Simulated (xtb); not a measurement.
# CH3GaO2 (SMILES O=[C](O)[GaH2]): levels of theory compared

Wanted: a comparison of 4 runs (GFN-FF, GFN2-xTB, GFN0-xTB, GFN1-xTB) of CH3GaO2. 

Program for the calculation: xtb 6.7.1.

## 1. Starting point

The species is CH3GaO2 (7 atoms), meant as a singlet with charge 0. As SMILES, `O=[C](O)[GaH2]`. The shape comes from GFN2-xTB, which is rough for such elements, and wasn't checked as a minimum. This is one conformer, not always the lowest.

Bond lengths: O1–C2 1.199 Å, C2–O3 1.351 Å, C2–Ga4 2.043 Å, O3–H5 0.976 Å, Ga4–H6 1.592 Å, Ga4–H7 1.577 Å. Angles: O1–C2–O3 123.3°, O1–C2–Ga4 141.3°, O3–C2–Ga4 95.4°, C2–O3–H5 113.7°, C2–Ga4–H6 126.8°, C2–Ga4–H7 113.4°, H6–Ga4–H7 119.8°.

## 2. Energy and gradient at GFN-FF (run 1)

input.xyz

```xyz
7
CH3GaO2
O      0.45410    -0.67136     1.88520
C      0.27704    -0.36933     0.73812
O      0.90657    -0.97289    -0.29311
Ga    -0.79987     0.92087    -0.42395
H      1.52392    -1.67653    -0.01791
H     -1.87847     1.98025     0.07532
H     -0.48329     0.78899    -1.96366
```

The run is started by

```console
$ xtb input.xyz --grad --gff | tee out.txt
```

Log:

```text
* xtb version 6.7.1
[...]
         ::                     SUMMARY                     ::
         :::::::::::::::::::::::::::::::::::::::::::::::::::::
         :: total energy              -0.841144852320 Eh    ::
         :: gradient norm              0.029998834094 Eh/a0 ::
         ::.................................................::
         :: bond energy               -0.773210757064 Eh    ::
         :: angle energy               0.004983684041 Eh    ::
         :: torsion energy             0.000545722657 Eh    ::
         :: repulsion energy           0.057426666561 Eh    ::
         :: electrostat energy        -0.128611073258 Eh    ::
         :: dispersion energy         -0.002204852245 Eh    ::
         :: HB energy                  0.000000000000 Eh    ::
         :: XB energy                  0.000000000000 Eh    ::
         :: bonded atm energy         -0.000074243011 Eh    ::
         :: external energy            0.000000000000 Eh    ::
         :: add. restraining           0.000000000000 Eh    ::
         :: total charge              -0.000000000000 e     ::
[...]
molecular dipole:
                 x           y           z       tot (Debye)
 q only:       -0.469       0.629      -1.184       3.610
           -------------------------------------------------
          | TOTAL ENERGY               -0.841144852320 Eh   |
          | GRADIENT NORM               0.029998834094 Eh/α |
           -------------------------------------------------
########################################################################
[WARNING] Runtime exception occurred
-1- gfnff_setup: Could not read topology file.
########################################################################
[...]
```

Standard error:

```text
normal termination of xtb
```

Wall time 0.017 s (1 thread of Intel Xeon 6975P-C (Granite Rapids), shared host).

## 3. Energy and forces at GFN2-xTB (run 2)

struc.tmol

```
$coord
      0.858124633193     -1.268686531029      3.562511690145  o
      0.523529725566     -0.697932549608      1.394844647109  c
      1.713169012802     -1.838495649387     -0.553897624389  o
     -1.511535235304      1.740192096384     -0.801149390535  ga
      2.879791435840     -3.168182539719     -0.033844994892  h
     -3.549793833326      3.742130158290      0.142334171707  h
     -0.913285738770      1.490975015068     -3.710779601883  h
$end
```

The run is started by

```console
$ xtb struc.tmol --json --grad --gfn 2 | tee struc.out
```

Log:

```text
* xtb version 6.7.1
[...]
          :  # basis functions                  25          :
[...]
          :  # electrons                        22          :
[...]
          :  Hamiltonian                  GFN2-xTB          :
[...]
          :  net charge                          0          :
          :  unpaired electrons                  0          :
[...]
   *** convergence criteria satisfied after 12 iterations ***
[...]
         ::                     SUMMARY                     ::
         :::::::::::::::::::::::::::::::::::::::::::::::::::::
         :: total energy             -12.960039013065 Eh    ::
         :: gradient norm              0.000776199919 Eh/a0 ::
         :: HOMO-LUMO gap              3.424446352705 eV    ::
         ::.................................................::
         :: SCC energy               -13.036663262467 Eh    ::
         :: -> isotropic ES            0.048137767977 Eh    ::
         :: -> anisotropic ES          0.004518770092 Eh    ::
         :: -> anisotropic XC         -0.002304334540 Eh    ::
         :: -> dispersion             -0.003169027304 Eh    ::
         :: repulsion energy           0.076624249402 Eh    ::
         :: add. restraining           0.000000000000 Eh    ::
         :: total charge              -0.000000000000 e     ::
         :::::::::::::::::::::::::::::::::::::::::::::::::::::
[...]
        11        2.0000           -0.3984320             -10.8419 (HOMO)
        12                         -0.2725859              -7.4174 (LUMO)
[...]
          | TOTAL ENERGY              -12.960039013065 Eh   |
          | GRADIENT NORM               0.000776199919 Eh/α |
          | HOMO-LUMO GAP               3.424446352705 eV   |
           -------------------------------------------------
[...]
```

Standard error:

```text
normal termination of xtb
```

It took 0.038 s on 1 thread of Intel Xeon 6975P-C (Granite Rapids), shared host.

Run 3 isn't shown in full; the table further down has it.

## 4. Energy and gradient at GFN1-xTB (run 4)

coord

```
$coord
      0.858124633193     -1.268686531029      3.562511690145  o
      0.523529725566     -0.697932549608      1.394844647109  c
      1.713169012802     -1.838495649387     -0.553897624389  o
     -1.511535235304      1.740192096384     -0.801149390535  ga
      2.879791435840     -3.168182539719     -0.033844994892  h
     -3.549793833326      3.742130158290      0.142334171707  h
     -0.913285738770      1.490975015068     -3.710779601883  h
$end
```

The run is started by

```console
$ xtb coord --json --grad --gfn 1 > out.txt 2> xtb.err
```

Log:

```text
* xtb version 6.7.1
[...]
          :  # basis functions                  28          :
[...]
          :  # electrons                        22          :
[...]
          :  Hamiltonian                  GFN1-xTB          :
[...]
          :  net charge                          0          :
          :  unpaired electrons                  0          :
[...]
   *** convergence criteria satisfied after 10 iterations ***
[...]
         ::                     SUMMARY                     ::
         :::::::::::::::::::::::::::::::::::::::::::::::::::::
         :: total energy             -14.436899806381 Eh    ::
         :: gradient norm              0.050251475380 Eh/a0 ::
         :: HOMO-LUMO gap              3.828709868415 eV    ::
         ::.................................................::
         :: SCC energy               -14.522189229464 Eh    ::
         :: -> electrostatic           0.082115745603 Eh    ::
         :: repulsion energy           0.086844056097 Eh    ::
         :: dispersion energy         -0.001554633014 Eh    ::
         :: halogen bond corr.         0.000000000000 Eh    ::
         :: add. restraining           0.000000000000 Eh    ::
         :: total charge               0.000000000000 e     ::
         :::::::::::::::::::::::::::::::::::::::::::::::::::::
[...]
        11        2.0000           -0.4123274             -11.2200 (HOMO)
        12                         -0.2716249              -7.3913 (LUMO)
[...]
          | TOTAL ENERGY              -14.436899806381 Eh   |
          | GRADIENT NORM               0.050251475380 Eh/α |
          | HOMO-LUMO GAP               3.828709868415 eV   |
           -------------------------------------------------
[...]
```

Standard error:

```text
normal termination of xtb
```

It took 0.026 s on 1 thread of Intel Xeon 6975P-C (Granite Rapids), shared host.

## 5. All runs side by side

```tsv
run	level	energy (Eh)	dipole moment (D)	dispersion energy (kJ/mol)	largest force (eV/Å)	wall time
1	GFN-FF	-0.841145	3.61	-5.79	0.942	0.017 s
2	GFN2-xTB	-12.960039	2.00	-8.32	0.023	0.038 s
3	GFN0-xTB	-11.554491	2.30	-3.45	1.737	0.026 s
4	GFN1-xTB	-14.436900	2.10	-4.08	1.839	0.026 s
```

## 6. Outcome

```
                       quantity         value
            run 4: total energy  -14.43690 Eh
           run 4: dipole moment        2.10 D
             run 4: HOMO energy     -11.22 eV
             run 4: LUMO energy      -7.39 eV
           run 4: HOMO–LUMO gap       3.83 eV
       run 4: dispersion energy  -4.08 kJ/mol
run 4: largest force on an atom    1.839 eV/Å
```

In words: The dipole moment (its size) runs from 2.00 D (GFN2-xTB) to 3.61 D (GFN-FF). Over runs 2, 3, 4 the HOMO–LUMO gap runs from 3.14 eV (GFN0-xTB) to 3.83 eV (GFN1-xTB). Force-field and semi-empirical energies have zeros of their own, so their totals don't compare. All runs together took 0.11 s, the longest 0.038 s.
